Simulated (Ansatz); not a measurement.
**B2Cl2H4O2: basis-set convergence**

One table from this session's results is given with a row withheld; the runs are named, their logs left out.

The runs use Ansatz 0.2.0, Gaussian basis; one geometry, several basis sets.

Levels to be run: PBE0-D4/def2-SVP; ωB97M-V/def2-SVP; PBE0-D4/def2-QZVPP; ωB97M-V/def2-QZVPP; the functionals' def2-TZVPP values are taken from earlier runs.

## The relaxed structure

An earlier PBE0-D4 in a triple-zeta def2 set relaxation fixed the geometry.

SMILES `Cl[B@H-]1[OH+][B@H-](Cl)[OH+]1`, 10 atoms, charge 0, spin multiplicity 1.

Atoms are counted from 1 here; the program's logs count them from 0.

Bond lengths: Cl1–B2 1.816 Å, B2–O3 1.539 Å, B2–O6 1.539 Å, B2–H7 1.190 Å, O3–B4 1.549 Å, O3–H8 0.963 Å, B4–Cl5 1.788 Å, B4–O6 1.549 Å, B4–H9 1.196 Å, O6–H10 0.963 Å. Angles: Cl1–B2–O3 111.4°, Cl1–B2–O6 111.4°, Cl1–B2–H7 115.0°, O3–B2–O6 89.3°, O3–B2–H7 113.5°, O6–B2–H7 113.5°, B2–O3–B4 90.4°, B2–O3–H8 114.0°, B4–O3–H8 114.1°, O3–B4–Cl5 112.3°, O3–B4–O6 88.6°, O3–B4–H9 112.7°, Cl5–B4–O6 112.3°, Cl5–B4–H9 115.4°, O6–B4–H9 112.7°, B2–O6–B4 90.4°, B2–O6–H10 114.0°, B4–O6–H10 114.1°.

Set-up of the first run:

Contents of in.yaml:

```yaml
crystal:
  periodic: [false, false, false]
  atoms:
    - {symbol: Cl, position_ang: [-1.705034, -1.384088, 0.964686]}
    - {symbol: B, position_ang: [-0.713512, 0.131549, 0.834799]}
    - {symbol: O, position_ang: [0.791279, -0.186176, 0.767097]}
    - {symbol: B, position_ang: [0.798175, 0.115357, -0.751790]}
    - {symbol: Cl, position_ang: [1.950936, 1.413880, -1.179434]}
    - {symbol: O, position_ang: [-0.652615, 0.639801, -0.617057]}
    - {symbol: H, position_ang: [-0.984807, 0.979429, 1.623767]}
    - {symbol: H, position_ang: [1.009773, -1.097968, 0.987677]}
    - {symbol: H, position_ang: [0.870160, -0.875548, -1.418179]}
    - {symbol: H, position_ang: [-1.281354, 0.212664, -1.208665]}
basis:
  gaussian: {orbitals: def2-SVP}
hamiltonian: {xc: pbe0, dispersion: d4}
output: {orbitals: {seedname: orbitals}}
```

On the command line:

```console
> ansatz run in.yaml --threads 4 --pin off --events-out ev --progress --plain --max-ram 10444MiB
```

Among the steps run: PBE0-D4 in def2-SVP; ωB97M-V in def2-SVP; PBE0-D4 in def2-QZVPP; ωB97M-V in def2-QZVPP.

One table of the session follows, with a row left open; its other results are not shown here.

It belongs to the step «Density functionals: the series». 

```
functional       basis  HOMO (eV)  LUMO (eV)
   PBE0-D4    def2-SVP      -8.27       0.80
   PBE0-D4  def2-TZVPP      -8.45       0.12
   PBE0-D4  def2-QZVPP          ?          ?
   ωB97M-V    def2-SVP     -10.50       2.53
   ωB97M-V  def2-TZVPP     -10.73       1.58
   ωB97M-V  def2-QZVPP     -10.78       1.12
```

Q: Estimate the row for PBE0-D4, def2-QZVPP from the others.

As computed: HOMO (eV): -8.49; LUMO (eV): -0.14. In the column «HOMO (eV)» it lies between ωB97M-V, def2-SVP (-10.50) and PBE0-D4, def2-TZVPP (-8.45).
